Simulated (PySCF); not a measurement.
# Molybdenum: the same states on changed settings

These states were run before on sound settings. What differs here: radial step 0.3 in ln r (0.13 in the sound run), unsound on purpose. What does it move?

Method: unrestricted determinants in a Gaussian basis, no spin-orbit coupling in the energies. Code: PySCF 2.14.0.

## 1. What is computed

| Item | Value |
| --- | --- |
| Element | molybdenum (Z = 42) |
| Basis | aug-cc-pVDZ-PP with ECP28MDF |
| Hamiltonian | a scalar-relativistic core potential |
| State 1 | Mo²⁺: [Kr] 4d4, high-spin 5D determinant |
| State 2 | Mo³⁺: [Kr] 4d3, high-spin 4F determinant |
| Methods | M06-L, TPSS |

The outer shells:

Mo2+ [Kr] 4d4
```
[Kr] core
4d [↑ ][↑ ][↑ ][↑ ][  ]
```

Mo3+ [Kr] 4d3
```
[Kr] core
4d [↑ ][↑ ][↑ ][  ][  ]
```

The sound run (aug-cc-pVDZ-PP with ECP28, a scalar-relativistic core potential, symmetry-adapted start, fine grid, valence correlation) gave:

| species | method | energy (hartree) |
| --- | --- | --- |
| Mo²⁺ | UHF | -66.55790 |
| Mo²⁺ | M06-L | -67.03576 |
| Mo²⁺ | TPSS | -66.99756 |
| Mo²⁺ | MP2 (valence) | -66.58247 |
| Mo³⁺ | UHF | -65.59917 |
| Mo³⁺ | M06-L | -66.05108 |
| Mo³⁺ | TPSS | -66.00669 |
| Mo³⁺ | MP2 (valence) | -65.60873 |

The runs were made by one driver on top of PySCF. The scripts below sum up each run's settings (the driver also hands on starting orbitals that pick excited configurations, and frozen orbitals as a list rather than a count), and the logs come from the driver's own runs. The driver starts from symmetry-adapted Hartree-Fock orbitals, holds the occupation by maximum overlap and uses a logarithmic radial grid for functionals, so a plain start would take other cycles.

The driver's launch:

```sh
> OMP_NUM_THREADS=1 python atomrun2.py TASK.json OUT
```

The integrals over 54 functions and the set-up took 0.09 s of CPU time.

The grid is set inside the driver, so the scripts do not show it: radial step 0.3 in ln r (0.13 in the sound run).

## 2. Changed run, Mo²⁺: the ladder of methods

#### M06-L

input.py reads:

```python
from pyscf import gto, scf, dft, mp, cc
import basis_set_exchange as bse
txt = bse.get_basis("aug-cc-pVDZ-PP", elements=["Mo"], fmt="nwchem", header=False)
cut = txt.index("\nECP")
mol = gto.M(atom="Mo 0 0 0", charge=2, spin=4, symmetry="D2h",
            basis=gto.basis.parse(txt[:cut]),
            ecp={"Mo": gto.basis.parse_ecp(txt[cut:])})
mf = dft.UKS(mol, xc="M06L")
mf.irrep_nelec = {'Ag': (2, 1), 'B1g': (1, 0), 'B2g': (1, 0), 'B3g': (1, 0), 'B1u': (1, 1), 'B2u': (1, 1), 'B3u': (1, 1)}
mf.kernel()
```

Output:

```text
damping factor = 0
level_shift factor = 0
DIIS = <class 'pyscf.scf.diis.CDIIS'>
diis_start_cycle = 1
diis_space = 10
diis_damp = 0
SCF conv_tol = 1e-09
SCF conv_tol_grad = None
number electrons alpha = 8  beta = 4
XC functionals = M06L
    Y. Zhao and D. G. Truhlar.,  J. Chem. Phys. 125, 194101 (2006)
    Y. Zhao and D. G. Truhlar.,  J. Chem. Phys. 125, 194101 (2006)
    Y. Zhao and D. G. Truhlar.,  Theor. Chem. Acc. 120, 215 (2008)
cycle= 1 E= -67.0595099362255  delta_E= -0.0042  |g|= 0.0103  |ddm|= 0.441
cycle= 2 E= -67.0595542104085  delta_E= -4.43e-05  |g|= 0.00493  |ddm|= 0.0689
cycle= 3 E= -67.0595634770112  delta_E= -9.27e-06  |g|= 0.000747  |ddm|= 0.0219
cycle= 4 E= -67.0595637270388  delta_E= -2.5e-07  |g|= 5.41e-05  |ddm|= 0.0034
cycle= 5 E= -67.0595637286069  delta_E= -1.57e-09  |g|= 3.46e-06  |ddm|= 0.000208
cycle= 6 E= -67.0595637286148  delta_E= -7.87e-12  |g|= 1.16e-07  |ddm|= 1.59e-05
converged SCF energy = -67.0595637286148  <S^2> = 6.000445  2S+1 = 5.000178
```

Time after the integrals: 0.28 s (1 thread of Intel Xeon 6975P-C, shared host).

Orbital energies by shell (radii are means over both spins):

| shell | electrons | mean orbital energy (eV) | spread (eV) | rms radius (bohr) |
| --- | --- | --- | --- | --- |
| 4s α | 1 | -85.709 | 0 | 1.19 |
| 4s β | 1 | -81.442 | 0 | 1.19 |
| 4p α | 3 | -59.038 | 0.543 | 1.33 |
| 4p β | 3 | -55.212 | 1.309 | 1.33 |
| 4d α | 4 | -21.686 | 0.783 | 1.84 |

⟨S²⟩ = 6.000, ⟨L²⟩ = 6.02.

Energies and moments cover only the electrons outside the core potential.

#### TPSS

input.py differs from the last one in:

```diff
@@ -7,3 +7,3 @@
             ecp={"Mo": gto.basis.parse_ecp(txt[cut:])})
-mf = dft.UKS(mol, xc="M06L")
+mf = dft.UKS(mol, xc="TPSS")
 mf.irrep_nelec = {'Ag': (2, 1), 'B1g': (1, 0), 'B2g': (1, 0), 'B3g': (1, 0), 'B1u': (1, 1), 'B2u': (1, 1), 'B3u': (1, 1)}
```

Output:

```text
damping factor = 0
level_shift factor = 0
DIIS = <class 'pyscf.scf.diis.CDIIS'>
diis_start_cycle = 1
diis_space = 10
diis_damp = 0
SCF conv_tol = 1e-09
SCF conv_tol_grad = None
number electrons alpha = 8  beta = 4
XC functionals = TPSS
    J. Tao, J. P. Perdew, V. N. Staroverov, and G. E. Scuseria.,  Phys. Rev. Lett. 91, 146401 (2003)
    J. P. Perdew, J. Tao, V. N. Staroverov, and G. E. Scuseria.,  J. Chem. Phys. 120, 6898 (2004)
    J. Tao, J. P. Perdew, V. N. Staroverov, and G. E. Scuseria.,  Phys. Rev. Lett. 91, 146401 (2003)
    J. P. Perdew, J. Tao, V. N. Staroverov, and G. E. Scuseria.,  J. Chem. Phys. 120, 6898 (2004)
cycle= 1 E= -66.9953456214764  delta_E= -0.00296  |g|= 0.00959  |ddm|= 0.221
cycle= 2 E= -66.9953784900146  delta_E= -3.29e-05  |g|= 0.00483  |ddm|= 0.0387
cycle= 3 E= -66.9953884487325  delta_E= -9.96e-06  |g|= 0.000697  |ddm|= 0.0197
cycle= 4 E= -66.995388648191  delta_E= -1.99e-07  |g|= 1.95e-05  |ddm|= 0.0027
cycle= 5 E= -66.9953886484709  delta_E= -2.8e-10  |g|= 1.01e-06  |ddm|= 8.55e-05
converged SCF energy = -66.9953886484709  <S^2> = 6.0004659  2S+1 = 5.0001864
```

It took 0.26 s on 1 thread of Intel Xeon 6975P-C, shared host, the integrals not counted.

Energies and moments cover only the electrons outside the core potential.

## 3. Changed run, Mo³⁺: the ladder of methods

#### M06-L

input.py reads:

```python
from pyscf import gto, scf, dft, mp, cc
import basis_set_exchange as bse
txt = bse.get_basis("aug-cc-pVDZ-PP", elements=["Mo"], fmt="nwchem", header=False)
cut = txt.index("\nECP")
mol = gto.M(atom="Mo 0 0 0", charge=3, spin=3, symmetry="D2h",
            basis=gto.basis.parse(txt[:cut]),
            ecp={"Mo": gto.basis.parse_ecp(txt[cut:])})
mf = dft.UKS(mol, xc="M06L")
mf.irrep_nelec = {'Ag': (1, 1), 'B1g': (1, 0), 'B2g': (1, 0), 'B3g': (1, 0), 'B1u': (1, 1), 'B2u': (1, 1), 'B3u': (1, 1)}
mf.kernel()
```

Output:

```text
damping factor = 0
level_shift factor = 0
DIIS = <class 'pyscf.scf.diis.CDIIS'>
diis_start_cycle = 1
diis_space = 10
diis_damp = 0
SCF conv_tol = 1e-09
SCF conv_tol_grad = None
number electrons alpha = 7  beta = 4
XC functionals = M06L
    Y. Zhao and D. G. Truhlar.,  J. Chem. Phys. 125, 194101 (2006)
    Y. Zhao and D. G. Truhlar.,  J. Chem. Phys. 125, 194101 (2006)
    Y. Zhao and D. G. Truhlar.,  Theor. Chem. Acc. 120, 215 (2008)
cycle= 1 E= -66.065253731972  delta_E= -0.0027  |g|= 0.00754  |ddm|= 0.359
cycle= 2 E= -66.0652741837422  delta_E= -2.05e-05  |g|= 0.000951  |ddm|= 0.0498
cycle= 3 E= -66.065274544164  delta_E= -3.6e-07  |g|= 0.000349  |ddm|= 0.00629
cycle= 4 E= -66.0652745946113  delta_E= -5.04e-08  |g|= 5.5e-06  |ddm|= 0.00171
cycle= 5 E= -66.0652745946244  delta_E= -1.3e-11  |g|= 1.33e-07  |ddm|= 5.21e-05
converged SCF energy = -66.0652745946244  <S^2> = 3.7510771  2S+1 = 4.0005385
```

Time after the integrals: 0.24 s (1 thread of Intel Xeon 6975P-C, shared host).

The occupied shells:

| shell | electrons | mean orbital energy (eV) | spread (eV) | rms radius (bohr) |
| --- | --- | --- | --- | --- |
| 4s α | 1 | -99.127 | 0 | 1.18 |
| 4s β | 1 | -95.702 | 0 | 1.18 |
| 4p α | 3 | -72.202 | 0 | 1.31 |
| 4p β | 3 | -69.173 | 0 | 1.31 |
| 4d α | 3 | -34.256 | 0 | 1.72 |

⟨S²⟩ = 3.751, ⟨L²⟩ = 12.01.

Energies and moments cover only the electrons outside the core potential.

#### TPSS

input.py differs from the last one in:

```diff
@@ -7,3 +7,3 @@
             ecp={"Mo": gto.basis.parse_ecp(txt[cut:])})
-mf = dft.UKS(mol, xc="M06L")
+mf = dft.UKS(mol, xc="TPSS")
 mf.irrep_nelec = {'Ag': (1, 1), 'B1g': (1, 0), 'B2g': (1, 0), 'B3g': (1, 0), 'B1u': (1, 1), 'B2u': (1, 1), 'B3u': (1, 1)}
```

Output:

```text
damping factor = 0
level_shift factor = 0
DIIS = <class 'pyscf.scf.diis.CDIIS'>
diis_start_cycle = 1
diis_space = 10
diis_damp = 0
SCF conv_tol = 1e-09
SCF conv_tol_grad = None
number electrons alpha = 7  beta = 4
XC functionals = TPSS
    J. Tao, J. P. Perdew, V. N. Staroverov, and G. E. Scuseria.,  Phys. Rev. Lett. 91, 146401 (2003)
    J. P. Perdew, J. Tao, V. N. Staroverov, and G. E. Scuseria.,  J. Chem. Phys. 120, 6898 (2004)
    J. Tao, J. P. Perdew, V. N. Staroverov, and G. E. Scuseria.,  Phys. Rev. Lett. 91, 146401 (2003)
    J. P. Perdew, J. Tao, V. N. Staroverov, and G. E. Scuseria.,  J. Chem. Phys. 120, 6898 (2004)
cycle= 1 E= -66.0043163084945  delta_E= -0.00171  |g|= 0.0033  |ddm|= 0.234
cycle= 2 E= -66.0043202922837  delta_E= -3.98e-06  |g|= 0.00128  |ddm|= 0.0182
cycle= 3 E= -66.0043209400222  delta_E= -6.48e-07  |g|= 9.49e-05  |ddm|= 0.00691
cycle= 4 E= -66.0043209437056  delta_E= -3.68e-09  |g|= 5.63e-07  |ddm|= 0.000451
cycle= 5 E= -66.0043209437058  delta_E= -1.85e-13  |g|= 2.05e-08  |ddm|= 3.3e-06
converged SCF energy = -66.0043209437058  <S^2> = 3.7506454  2S+1 = 4.0003227
```

It took 0.25 s on 1 thread of Intel Xeon 6975P-C, shared host, the integrals not counted.

Energies and moments cover only the electrons outside the core potential.

## 4. What moved

| species | method | converged | energy less sound run (eV) |
| --- | --- | --- | --- |
| Mo²⁺ | M06-L | yes | -0.6478 |
| Mo²⁺ | TPSS | yes | +0.0590 |
| Mo³⁺ | M06-L | yes | -0.3863 |
| Mo³⁺ | TPSS | yes | +0.0646 |

Ionisation energy of Mo²⁺:

| method | sound run (eV) | changed run (eV) | shift (eV) |
| --- | --- | --- | --- |
| UHF | 26.088 | 26.088 | +0.000 |
| M06-L | 26.794 | 27.056 | +0.262 |
| TPSS | 26.963 | 26.968 | +0.006 |

## 5. Outcome

```
                                 quantity                                            value
                                   change  radial step 0.3 in ln r (0.13 in the sound run)
                           runs converged                                           4 of 4
largest shift of a converged total energy                                         0.648 eV
   largest shift of the ionisation energy                                +0.262 eV (M06-L)
```

What this shows: The ionisation energy moves by up to 0.26 eV, at M06-L. A coarse radial grid mis-integrates the density and the exchange-correlation energy, with errors of either sign; Hartree-Fock needs no grid. The setting is unsound on purpose, so these numbers are no properties of the atom.
